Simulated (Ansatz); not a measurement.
# LaFeSiH (P4/nmm): equation of state

The task here is to estimate one member of a computed series from the others.

Program: Ansatz 0.2.0. Level of theory: DFT PBE, scalar-relativistic, plane waves, PAW. These are calculated values, not measurements.

These runs use a low cutoff (300 eV) and a coarse mesh on purpose, to show what cheap settings give: their numbers aren't properties of the material.

**The structure to begin with**

It takes space group P4/nmm (No. 129, tetragonal). Conventional cell: a = 4.031 Å, b = 4.031 Å, c = 7.930 Å, α = 90.00°, β = 90.00°, γ = 90.00°. La (site symmetry 4mm) is surrounded by 4 H at 2.46 Å. Fe (site symmetry -4m2) has 4 Si at 2.28 Å as nearest neighbours. Si (site symmetry 4mm) is surrounded by 4 Fe at 2.28 Å. H (site symmetry -4m2) has 4 La at 2.46 Å as nearest neighbours.

Coordinates:

```cif
data_structure
_symmetry_space_group_name_H-M 'P4/nmm:1'
_symmetry_Int_Tables_number 129
_cell_length_a 4.0312
_cell_length_b 4.0312
_cell_length_c 7.9296
_cell_angle_alpha 90.000
_cell_angle_beta 90.000
_cell_angle_gamma 90.000
_cell_volume 128.86
loop_
_atom_site_label
_atom_site_type_symbol
_atom_site_symmetry_multiplicity
_atom_site_Wyckoff_symbol
_atom_site_fract_x
_atom_site_fract_y
_atom_site_fract_z
_atom_site_occupancy
La1 La 2 c 0.50000 0.00000 0.67719 1
Fe1 Fe 2 a 0.00000 0.00000 0.00000 1
Si1 Si 2 c 0.50000 0.00000 0.13446 1
H1 H 2 b 0.50000 0.50000 0.50000 1
```

An earlier run at PBE left this cell at 16.107 Å³/atom and 0.01 GPa (4×4×2 mesh).

Volume factors to run: 0.980, 1.020, 0.960, 1.040.

The first run:

Contents of input.yaml:

```yaml
crystal:
  lattice:
    - [4.0041241458, 0.0, 0.0]
    - [0.0, 4.0041241458, 0.0]
    - [0.0, 0.0, 7.8764124662]
  atoms:
    - { symbol: La, position: [0.5, 0.0, 0.6771871106] }
    - { symbol: La, position: [0.0, 0.5, 0.3228128894] }
    - { symbol: Fe, position: [0.0, 0.0, 0.0] }
    - { symbol: Fe, position: [0.5, 0.5, 0.0] }
    - { symbol: Si, position: [0.5, 0.0, 0.1344603435] }
    - { symbol: Si, position: [0.0, 0.5, 0.8655396565] }
    - { symbol: H, position: [0.5, 0.5, 0.5] }
    - { symbol: H, position: [0.0, 0.0, 0.5] }
basis:
  ecutwfc: 300
  ecutrho_ratio: 4
kpoints:
  mp_grid: { grid: [4, 4, 2] }
hamiltonian:
  xc: pbe
scf:
  occupations: { method: gaussian, width: 0.05 }
output:
  forces: true
  stress: true
  eigenvalues: true
relax:
  f_tol: 0.01
  max_steps: 40
  cell: { stress_tol: 0.1, fix: [volume] }
```

The run is started by

```console
$ ansatz run input.yaml --threads 2 --pin off --max-ram 5120MiB --backend cpu --events-out ev --progress --plain --runs-dir out
```

Among the steps run: Volume × 0.980; Volume × 1.020; Volume × 0.960; At 1.040 of the relaxed volume.

One of the session's tables, all rows but one given; the rest of the session is left out.

It belongs to the step «Energy and pressure against volume». 

```
volume (Å³/atom)  energy (meV/atom)  pressure (GPa)
          15.463               6.36            3.81
          15.785               1.26            1.87
          16.107               0.00            0.01
          16.430                  ?               ?
          16.752               6.42           -3.06
```

Q: Estimate the row for volume (Å³/atom) = 16.430 from the others.

Worked estimate for «energy (meV/atom)». A straight line through the neighbours (16.107, 0.00) and (16.752, 6.42) gives 0.00 + (6.42 − 0.00) × (16.430 − 16.107) / (16.752 − 16.107) = 3.21; a parabola fitted to 3 rows on both sides gives 1.72.

The run gave: energy (meV/atom): 1.41; pressure (GPa): -1.64. In «energy (meV/atom)» the line misses by +1.80 and the parabola by +0.31.

Caveats from the session: Warnings in the runs' records: cutoff below recommended.
